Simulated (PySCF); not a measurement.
# B+: excitation energies in dyall-acv3z

Wanted: the excitation energy of boron, up a ladder of methods.

The numbers are computed with PySCF 2.14.0 (unrestricted determinants in a Gaussian basis, no spin-orbit coupling in the energies), except any that are marked as measured or tabulated.

## Step 1: The system

* Element: boron (Z = 5)
* Basis: dyall-acv3z
* Hamiltonian: the spin-free X2C one-electron Hamiltonian (Gaussian nucleus)
* State 1: B+: [He] 2s1 3s1, high-spin 3S determinant (an excited configuration)
* State 2: B+: [He] 2s1 2p1, high-spin 3P determinant (an excited configuration)
* State 3: B+: [He] 2s1 2p1, 2s spin antiparallel (an excited configuration)
* Needed too, but not shown: B+ [He] 2s2 (1S)
* Methods: CCSD(T)
* Core shells frozen in the correlated runs: valence and next inner shell: nothing (for B+)

Outer shells as boxes (Hund's rule):

B+ [He] 2s1 3s1
```
[He] core
2s [↑ ]
3s [↑ ]
```

B+ [He] 2s1 2p1
```
[He] core
2s [↑ ]
2p [↑ ][  ][  ]
```

The runs were made by one driver on top of PySCF. The scripts below sum up each run's settings (the driver also hands on starting orbitals that pick excited configurations, and frozen orbitals as a list rather than a count), and the logs come from the driver's own runs. The driver starts from symmetry-adapted Hartree-Fock orbitals, holds the occupation by maximum overlap and uses a logarithmic radial grid for functionals, so a plain start would take other cycles.

The integrals over 76 functions and the set-up took 0.47 s of CPU time.

## Step 2: B+ [He] 2s1 3s1: CCSD(T) (valence and next inner shell)

#### CCSD(T) (valence and next inner shell)

The input, input.py:

```python
from pyscf import gto, scf, dft, mp, cc
import basis_set_exchange as bse
mol = gto.M(atom="B 0 0 0", charge=1, spin=2, symmetry="D2h",
            basis=gto.basis.parse(bse.get_basis("dyall-acv3z", elements=["B"], fmt="nwchem")),
            nucmod="G")
mf = scf.UHF(mol).sfx2c1e()
mf.irrep_nelec = {'Ag': (3, 1)}
mf.kernel()
mycc = cc.CCSD(mf, frozen=[[71, 72, 73, 74, 75], [71, 72, 73, 74, 75]]).run()
mycc.ccsd_t()
```

Log:

```text
CC2 = 0
CCSD nocc = (np.int64(3), np.int64(1)), nmo = (71, 71)
frozen orbitals [[71, 72, 73, 74, 75], [71, 72, 73, 74, 75]]
max_cycle = 100
direct = 0
conv_tol = 1e-08
conv_tol_normt = 1e-06
diis_space = 8
diis_start_cycle = 0
Init t2, MP2 energy = -0.046475135772511
Init E_corr(UCCSD) = -0.0464751357823766
cycle = 1  E_corr(UCCSD) = -0.050873940217727  dE = -0.00439880444  norm(t1,t2) = 0.0347248
cycle = 2  E_corr(UCCSD) = -0.0521776904105354  dE = -0.00130375019  norm(t1,t2) = 0.0227804
cycle = 3  E_corr(UCCSD) = -0.0542831200310752  dE = -0.00210542962  norm(t1,t2) = 0.0151756
cycle = 4  E_corr(UCCSD) = -0.0542078579472834  dE = 7.52620838e-05  norm(t1,t2) = 0.000836776
cycle = 5  E_corr(UCCSD) = -0.0542401124116486  dE = -3.22544644e-05  norm(t1,t2) = 0.000341964
cycle = 6  E_corr(UCCSD) = -0.0542267308304794  dE = 1.33815812e-05  norm(t1,t2) = 7.47742e-05
cycle = 7  E_corr(UCCSD) = -0.0542279878739435  dE = -1.25704346e-06  norm(t1,t2) = 1.58738e-05
cycle = 8  E_corr(UCCSD) = -0.0542277367029994  dE = 2.51170944e-07  norm(t1,t2) = 4.20069e-06
cycle = 9  E_corr(UCCSD) = -0.0542278014021022  dE = -6.46991028e-08  norm(t1,t2) = 1.11939e-06
cycle = 10  E_corr(UCCSD) = -0.0542278398272743  dE = -3.84251721e-08  norm(t1,t2) = 3.14827e-07
cycle = 11  E_corr(UCCSD) = -0.0542278404421875  dE = -6.14913127e-10  norm(t1,t2) = 2.52715e-08
UCCSD converged
E(UCCSD) = -23.76077345494314  E_corr = -0.05422784044218747
UCCSD(T) correction = -0.00013603544754445
```

It used 9.4 s of CPU time after the integrals (shared host).

CCSD correlation -0.05423 hartree, triples -0.00014; total -23.760909. T1 = 0.009, largest double amplitude 0.075.

## Step 3: B+ [He] 2s1 2p1, at CCSD(T) (valence and next inner shell)

#### CCSD(T) (valence and next inner shell)

Changes to input.py since step 2:

```diff
@@ -6,3 +6,3 @@
 mf = scf.UHF(mol).sfx2c1e()
-mf.irrep_nelec = {'Ag': (3, 1)}
+mf.irrep_nelec = {'Ag': (2, 1), 'B2u': (1, 0)}
 mf.kernel()
```

Log:

```text
CC2 = 0
CCSD nocc = (np.int64(3), np.int64(1)), nmo = (71, 71)
frozen orbitals [[71, 72, 73, 74, 75], [71, 72, 73, 74, 75]]
max_cycle = 100
direct = 0
conv_tol = 1e-08
conv_tol_normt = 1e-06
diis_space = 8
diis_start_cycle = 0
Init t2, MP2 energy = -0.0470596118879114
Init E_corr(UCCSD) = -0.0470596118891231
cycle = 1  E_corr(UCCSD) = -0.0507804186932348  dE = -0.0037208068  norm(t1,t2) = 0.0142236
cycle = 2  E_corr(UCCSD) = -0.0514137715971796  dE = -0.000633352904  norm(t1,t2) = 0.00616938
cycle = 3  E_corr(UCCSD) = -0.0517579858985247  dE = -0.000344214301  norm(t1,t2) = 0.00292631
cycle = 4  E_corr(UCCSD) = -0.0517310063311327  dE = 2.69795674e-05  norm(t1,t2) = 0.000346526
cycle = 5  E_corr(UCCSD) = -0.0517379815385193  dE = -6.97520739e-06  norm(t1,t2) = 4.40396e-05
cycle = 6  E_corr(UCCSD) = -0.0517369632479401  dE = 1.01829058e-06  norm(t1,t2) = 8.53485e-06
cycle = 7  E_corr(UCCSD) = -0.051737090676331  dE = -1.27428391e-07  norm(t1,t2) = 1.05602e-06
cycle = 8  E_corr(UCCSD) = -0.0517370839774549  dE = 6.69887609e-09  norm(t1,t2) = 1.27632e-07
UCCSD converged
E(UCCSD) = -24.18079744379608  E_corr = -0.05173708397745492
UCCSD(T) correction = -4.88626881493207e-05
```

CPU time 9.1 s on a shared host, the integrals not counted.

CCSD correlation -0.05174 hartree, triples -0.00005; total -24.180846. T1 = 0.002, largest double amplitude 0.027.

## Step 4: B+ [He] 2s1 2p1, s spin flipped, at CCSD(T) (valence and next inner shell)

#### CCSD(T) (valence and next inner shell)

The input, input.py:

```python
from pyscf import gto, scf, dft, mp, cc
import basis_set_exchange as bse
mol = gto.M(atom="B 0 0 0", charge=1, spin=0, symmetry="D2h",
            basis=gto.basis.parse(bse.get_basis("dyall-acv3z", elements=["B"], fmt="nwchem")),
            nucmod="G")
mf = scf.UHF(mol).sfx2c1e()
mf.irrep_nelec = {'Ag': (1, 2), 'B2u': (1, 0)}
mf.kernel()
mycc = cc.CCSD(mf, frozen=[[71, 72, 73, 74, 75], [71, 72, 73, 74, 75]]).run()
mycc.ccsd_t()
```

Log:

```text
CC2 = 0
CCSD nocc = (np.int64(2), np.int64(2)), nmo = (71, 71)
frozen orbitals [[71, 72, 73, 74, 75], [71, 72, 73, 74, 75]]
max_cycle = 100
direct = 0
conv_tol = 1e-08
conv_tol_normt = 1e-06
diis_space = 8
diis_start_cycle = 0
Init t2, MP2 energy = -0.0762837515155185
Init E_corr(UCCSD) = -0.0762837515158551
cycle = 1  E_corr(UCCSD) = -0.0914063522132356  dE = -0.0151226007  norm(t1,t2) = 0.102546
cycle = 2  E_corr(UCCSD) = -0.100597568573166  dE = -0.00919121636  norm(t1,t2) = 0.0922978
cycle = 3  E_corr(UCCSD) = -0.15387539189637  dE = -0.0532778233  norm(t1,t2) = 0.085336
cycle = 4  E_corr(UCCSD) = -0.137414209773495  dE = 0.0164611821  norm(t1,t2) = 0.0211983
cycle = 5  E_corr(UCCSD) = -0.153917742557882  dE = -0.0165035328  norm(t1,t2) = 0.0360419
cycle = 6  E_corr(UCCSD) = -0.155171851937878  dE = -0.00125410938  norm(t1,t2) = 0.00142263
cycle = 7  E_corr(UCCSD) = -0.154212202863361  dE = 0.000959649075  norm(t1,t2) = 0.00215318
cycle = 8  E_corr(UCCSD) = -0.154266647754312  dE = -5.4444891e-05  norm(t1,t2) = 0.000183816
cycle = 9  E_corr(UCCSD) = -0.154293269515456  dE = -2.66217611e-05  norm(t1,t2) = 4.39188e-05
cycle = 10  E_corr(UCCSD) = -0.154284374839736  dE = 8.89467572e-06  norm(t1,t2) = 2.10318e-05
cycle = 11  E_corr(UCCSD) = -0.154284766399974  dE = -3.91560238e-07  norm(t1,t2) = 7.61648e-07
cycle = 12  E_corr(UCCSD) = -0.154284550718874  dE = 2.156811e-07  norm(t1,t2) = 4.38501e-07
cycle = 13  E_corr(UCCSD) = -0.154284607811236  dE = -5.7092362e-08  norm(t1,t2) = 3.52329e-07
cycle = 14  E_corr(UCCSD) = -0.15428461712418  dE = -9.31294436e-09  norm(t1,t2) = 4.01555e-07
UCCSD converged
E(UCCSD) = -24.17693110556705  E_corr = -0.1542846171241803
UCCSD(T) correction = -0.00659655909205502
```

CPU time 9.7 s on a shared host, the integrals not counted.

CCSD correlation -0.15428 hartree, triples -0.00660; total -24.183528. T1 = 0.033, largest double amplitude 0.901.

With the s spin flipped the determinant is a mixture of two multiplicities, not a spectroscopic state. T1 exceeds 0.03, a sign that the reference determinant is poor. A double-excitation amplitude exceeds 0.15, a sign of near-degeneracy.

## Step 5: Differences of total energies

Excitation energy: B+ [He] 2s2 (1S) → B+ [He] 2s1 3s1 (3S).

| method | value (eV) | error (eV) |
| --- | --- | --- |
| UHF | 14.636 | -1.454 |
| MP2 (valence and next inner shell) | 15.611 | -0.479 |
| SCS-MP2 (valence and next inner shell) | 15.872 | -0.218 |
| CCSD (valence and next inner shell) | 16.073 | -0.017 |
| CCSD(T) (valence and next inner shell) | 16.084 | -0.006 |

Reference: 16.090 eV (measured; NIST levels, between the centres of gravity of the two terms). Errors of the correlated levels include the incompleteness of this basis.

Excitation energy: B+ [He] 2s2 (1S) → B+ [He] 2s1 2p1 (3P).

| method | value (eV) | error (eV) |
| --- | --- | --- |
| UHF | 3.138 | -1.492 |
| MP2 (valence and next inner shell) | 4.098 | -0.533 |
| SCS-MP2 (valence and next inner shell) | 4.366 | -0.265 |
| CCSD (valence and next inner shell) | 4.644 | +0.013 |
| CCSD(T) (valence and next inner shell) | 4.657 | +0.026 |

Reference: 4.631 eV (measured; NIST levels, between the centres of gravity of the two terms). Errors of the correlated levels include the incompleteness of this basis.

Excitation energy: B+ [He] 2s2 (1S) → B+ [He] 2s1 2p1, s spin flipped.

| method | value (eV) |
| --- | --- |
| UHF | 6.034 |
| MP2 (valence and next inner shell) | 6.198 |
| SCS-MP2 (valence and next inner shell) | 6.246 |

The upper determinant mixes two multiplicities, so it lies between the two terms. The coupled-cluster amplitudes are large for B+, so a single reference is strained.

The differences also use runs on B+ [He] 2s2 (1S), which are not shown here. The runs at UHF, MP2 (valence and next inner shell) are not shown; their differences are listed all the same.

## Step 6: Results

```
                                            quantity                                                                           value
                excitation energy, B+ → [He] 2s1 3s1  UHF 14.636, CCSD(T) (valence and next inner shell) 16.084 eV; reference 16.090
                excitation energy, B+ → [He] 2s1 2p1     UHF 3.138, CCSD(T) (valence and next inner shell) 4.657 eV; reference 4.631
excitation energy, B+ → [He] 2s1 2p1, s spin flipped                          UHF 6.034, MP2 (valence and next inner shell) 6.198 eV
```

Accuracy by level (over 2 differences):

| method | mean absolute miss against the measured values (with the measured fine structure taken into account where it is known) (eV) |
| --- | --- |
| UHF | 1.473 |
| MP2 (valence and next inner shell) | 0.506 |
| SCS-MP2 (valence and next inner shell) | 0.241 |
| CCSD (valence and next inner shell) | 0.015 |
| CCSD(T) (valence and next inner shell) | 0.016 |

The coupled-cluster values of one difference were set aside by the checks on these runs and are not quoted; the lower level shown rests on the same reference and is no safer. CCSD (valence and next inner shell) lands nearest to the measured values (mean absolute error over 2 measured values 0.01 eV), level with CCSD(T) (valence and next inner shell); UHF misses by most (1.47 eV). All values hold for this basis alone; no basis-set limit was taken.
